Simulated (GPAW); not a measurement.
Here is a GPAW 26.7.0 calculation.

File run.py:

```python
from ase.dft.bandgap import bandgap
from ase.io import read, write
from ase.units import GPa
from gpaw import GPAW, PW

atoms = read('POSCAR')

calc = GPAW(mode=PW(600),
            xc='PBE',
            kpts={'size': (8, 8, 7), 'gamma': True},
            occupations={'name': 'fermi-dirac', 'width': 0.05},
            nbands=18,
            convergence={'density': 1e-05, 'energy': 1e-05},
            maxiter=150,
            txt='gpaw.txt')
atoms.calc = calc
energy = atoms.get_potential_energy()
forces = atoms.get_forces()
stress = atoms.get_stress()
calc.write('gs.gpw')
write('result.traj', atoms)
print(f'Energy: {energy:.6f} eV')
print('Forces (eV/A):')
print(forces.round(4))
print('Stress (GPa):', (stress / GPa).round(3))
print('Fermi level:', round(calc.get_fermi_level(), 4), 'eV')
print(f'Gap: {bandgap(calc)[0]:.4f} eV, direct: {bandgap(calc, direct=True)[0]:.4f} eV')
```

The input POSCAR:

```
HfGe
1.0
    3.2196660000      0.0000000000      0.0000000000
    0.0000000000      3.2196660000      0.0000000000
    0.0000000000      0.0000000000      4.1084277000
Hf Ge
1 1
Direct
    0.5000000000      0.5000000000      0.0000000000
    0.0000000000      0.0000000000      0.0000000000
```

Potentials or basis: GPAW PAW data sets (gpaw-data 1.2.1), pw.

Launch:

```bash
$ OMP_NUM_THREADS=1 python run.py
```

(1) Estimate the pressure.

(2) What does it give for the band gap on the k mesh?

## Answers

(1) 63.6 GPa.

(2) none (metal or under the smearing width).

Caveat: the density grid can change from cell to cell, which puts small steps into energies and stress; the cell as given lies far from equilibrium.
